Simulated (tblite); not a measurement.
# C4H10OSSi: the cost of one run

The runs use tblite 0.8.0 and PySCF 2.14.0, with density-fitted response routines of our own; the level of theory stands in each step. All values are computed, except where a source is named. Atoms are numbered from 0 throughout.

**1. The starting structure**

17 atoms, charge 0, multiplicity 1; geometry from: force field or distance geometry start.

Bonds of the start (Å): C0–S1 1.81, S1–C2 1.83, C2–O3 1.42, O3–C4 1.43, C4–C5 1.48, C5–Si6 1.88, Si6–C4 1.86, C0–H7 1.09, C0–H8 1.09, C0–H9 1.10, C2–H10 1.10, C2–H11 1.09, C4–H12 1.09, C5–H13 1.08, C5–H14 1.08, Si6–H15 1.47, Si6–H16 1.49.

**2. Geometry optimisation with GFN2-xTB**

The job: settings as JSON, then the geometry in Å.

```
{"job": {"kind": "relax", "xc": "GFN2-xTB", "basis": "xTB"}, "charge": 0, "multiplicity": 1}
C     -2.812800     0.997900     0.786200
S     -2.409700     0.144100    -0.756400
C     -1.137900    -0.994300    -0.084300
O     -0.087900    -0.293800     0.566800
C      0.994900     0.075700    -0.298400
C      2.144500    -0.860100    -0.343200
Si     2.514200     0.785800     0.495500
H     -3.140100     0.293500     1.554500
H     -1.960000     1.568500     1.155500
H     -3.645300     1.697000     0.598500
H     -1.622100    -1.661200     0.636900
H     -0.758200    -1.617900    -0.896500
H      0.733800     0.604100    -1.210100
H      2.165600    -1.703100     0.333400
H      2.670600    -0.992600    -1.272800
H      3.509100     1.489900    -0.328500
H      2.834300     0.478300     1.918600
```

Command:

```console
$ OMP_NUM_THREADS=1 python probes_run.py task.json out
```

The driver reads the jobs from task.json and runs them one after another.

Q: Estimate the wall time and peak memory of this first job on 1 thread of Intel Xeon at 2.50GHz, shared host.

About 3 s, with a peak of 0.18 GiB.
